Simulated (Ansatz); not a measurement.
# C3H9FS3Zr: how energies converge with the basis set

An exercise on one series of results from a longer session: the logs are not shown, and one member is left open.

Program: Ansatz 0.2.0, Gaussian basis. Level of theory: one geometry, several basis sets. These are calculated values, not measurements.

Plan: PBE0-D4/def2-SVP; ωB97M-V/def2-SVP; PBE0-D4/def2-QZVPP; ωB97M-V/def2-QZVPP; the functionals' def2-TZVPP values are taken from earlier runs.

### The geometry

An earlier PBE0-D4 in a triple-zeta def2 set relaxation fixed the geometry. Zr takes the def2 core potential; no spin-orbit term is included.

17 atoms, charge 0, spin multiplicity 1.

Atoms are counted from 1 here; the program's logs count them from 0.

Bond lengths: C1–S2 1.825 Å, C1–H9 1.093 Å, C1–H10 1.089 Å, C1–H11 1.089 Å, S2–Zr3 2.416 Å, Zr3–F4 1.906 Å, Zr3–S5 2.411 Å, Zr3–S7 2.419 Å, S5–C6 1.823 Å, C6–H12 1.089 Å, C6–H13 1.089 Å, C6–H14 1.105 Å, S7–C8 1.827 Å, C8–H15 1.089 Å, C8–H16 1.094 Å, C8–H17 1.089 Å. Angles: S2–C1–H9 113.0°, S2–C1–H10 108.8°, S2–C1–H11 108.3°, H9–C1–H10 108.5°, H9–C1–H11 108.3°, H10–C1–H11 109.9°, C1–S2–Zr3 95.6°, S2–Zr3–F4 111.9°, S2–Zr3–S5 113.8°, S2–Zr3–S7 105.0°, F4–Zr3–S5 110.2°, F4–Zr3–S7 107.8°, S5–Zr3–S7 107.6°, Zr3–S5–C6 85.1°, S5–C6–H12 109.4°, S5–C6–H13 109.4°, S5–C6–H14 114.3°, H12–C6–H13 110.7° and more.

Geometry (Å):

```
C     0.70089    2.27327   -2.16311
S    -0.63132    2.12392   -0.92490
Zr   -0.29954   -0.23185   -0.50302
F     0.21101   -1.17266   -2.07998
S    -2.18874   -1.30994    0.53711
C    -2.20678    0.13869    1.64361
S     1.55136   -0.33681    1.05058
C     1.62282   -2.16237    1.01429
H     1.24086    1.33670   -2.32523
H     0.26693    2.59009   -3.11026
H     1.41116    3.02071   -1.81317
H    -3.15543    0.66218    1.53861
H    -2.06096   -0.19032    2.67096
H    -1.41204    0.87769    1.43688
H     1.21357   -2.56039    1.94140
H     1.07055   -2.59939    0.17683
H     2.66566   -2.45953    0.90938
```

Set-up of the first run:

Contents of in.yaml:

```yaml
crystal:
  periodic: [false, false, false]
  atoms:
    - {symbol: C, position_ang: [0.700890, 2.273269, -2.163113]}
    - {symbol: S, position_ang: [-0.631322, 2.123923, -0.924900]}
    - {symbol: Zr, position_ang: [-0.299541, -0.231849, -0.503022]}
    - {symbol: F, position_ang: [0.211010, -1.172655, -2.079982]}
    - {symbol: S, position_ang: [-2.188745, -1.309942, 0.537112]}
    - {symbol: C, position_ang: [-2.206776, 0.138693, 1.643613]}
    - {symbol: S, position_ang: [1.551362, -0.336814, 1.050584]}
    - {symbol: C, position_ang: [1.622821, -2.162373, 1.014294]}
    - {symbol: H, position_ang: [1.240860, 1.336697, -2.325234]}
    - {symbol: H, position_ang: [0.266933, 2.590093, -3.110260]}
    - {symbol: H, position_ang: [1.411159, 3.020707, -1.813170]}
    - {symbol: H, position_ang: [-3.155428, 0.662180, 1.538610]}
    - {symbol: H, position_ang: [-2.060961, -0.190315, 2.670963]}
    - {symbol: H, position_ang: [-1.412042, 0.877694, 1.436885]}
    - {symbol: H, position_ang: [1.213570, -2.560386, 1.941402]}
    - {symbol: H, position_ang: [1.070552, -2.599394, 0.176829]}
    - {symbol: H, position_ang: [2.665658, -2.459526, 0.909379]}
basis:
  gaussian: {orbitals: def2-SVP}
hamiltonian: {xc: pbe0, dispersion: d4}
output: {orbitals: {seedname: orbitals}}
```

The run is started by

```
$ ansatz run in.yaml --threads 5 --pin off --events-out ev --progress --plain --max-ram 66560MiB --backend cpu
```

Among the steps run: PBE0-D4 in def2-SVP; ωB97M-V in def2-SVP; PBE0-D4 in def2-QZVPP; ωB97M-V in def2-QZVPP.

One table of the session follows, with a row left open; its other results are not shown here.

It belongs to the step «Density functionals: the series». 

| functional | basis | HOMO (eV) | LUMO (eV) |
| --- | --- | --- | --- |
| PBE0-D4 | def2-SVP | -6.91 | -1.77 |
| PBE0-D4 | def2-TZVPP | -6.92 | -1.78 |
| PBE0-D4 | def2-QZVPP | ? | ? |
| ωB97M-V | def2-SVP | -8.99 | 0.24 |
| ωB97M-V | def2-TZVPP | -9.02 | 0.17 |
| ωB97M-V | def2-QZVPP | -9.04 | 0.11 |

**Question.** Estimate the row for PBE0-D4, def2-QZVPP.

The run gave: HOMO (eV): -6.93; LUMO (eV): -1.80. In the column «HOMO (eV)» it lies between ωB97M-V, def2-SVP (-8.99) and PBE0-D4, def2-TZVPP (-6.92).
